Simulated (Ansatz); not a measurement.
# Si2B2C: the cost of one run

Method: DFT PBE, scalar-relativistic, plane waves, PAW, in Ansatz 0.2.0.

1 further run of the same task is left out (it didn't finish).

## 1. Starting point

It takes space group P-3m1 (No. 164, trigonal). Conventional cell: a = 3.998 Å, b = 3.998 Å, c = 4.103 Å, α = 90.00°, β = 90.00°, γ = 120.00°. Around Si (site symmetry 3m) lie 2 B at 2.03 to 2.08 Å. B (site symmetry 3m) has 2 Si at 2.03 to 2.08 Å as nearest neighbours. C (site symmetry -3m) has 6 Si at 2.40 Å and 6 B at 2.70 Å as nearest neighbours.

As a file:

```
Si B C
1.0
     3.99762    0.00000    0.00000
    -1.99881    3.46204    0.00000
     0.00000    0.00000    4.10344
Si B C
2 2 1
Cartesian
  0.0000 2.3080 3.4340
  1.9988 1.1540 0.6694
  0.0000 2.3080 1.4058
  1.9988 1.1540 2.6976
  0.0000 0.0000 0.0000
```

The cell is invented: random cell by space group and Wyckoff sites (P-3m1, No. 164). Lengths come from tabulated atomic sizes and are only a guess.

## 2. Probe: one point on a coarse mesh

input.yaml reads:

```yaml
crystal:
  lattice:
    - [3.99761928, 0.0, 0.0]
    - [-1.99880964, 3.46203985, 0.0]
    - [0.0, 0.0, 4.10343734]
  atoms:
    - { symbol: Si, position: [0.33333333, 0.66666667, 0.83685679] }
    - { symbol: Si, position: [0.66666667, 0.33333333, 0.16314321] }
    - { symbol: B, position: [0.33333333, 0.66666667, 0.34259765] }
    - { symbol: B, position: [0.66666667, 0.33333333, 0.65740235] }
    - { symbol: C, position: [0.0, 0.0, 0.0] }
basis:
  ecutwfc: 420
kpoints:
  mp_grid: { grid: [6, 6, 4] }
hamiltonian:
  xc: pbe
scf:
  occupations: { method: gaussian, width: 0.1 }
  lower_state_search: "off"
output:
  forces: true
  stress: true
  eigenvalues: true
```

The run is started by

```
> ansatz run input.yaml --threads 1 --pin off --max-ram 2560MiB --backend cpu --events-out ev --progress --plain --runs-dir out
```

Q: Estimate wall time and peak memory on 1 thread of Arm Neoverse V1, shared host.

About 1.6 s, with a peak of 0.3 GiB.
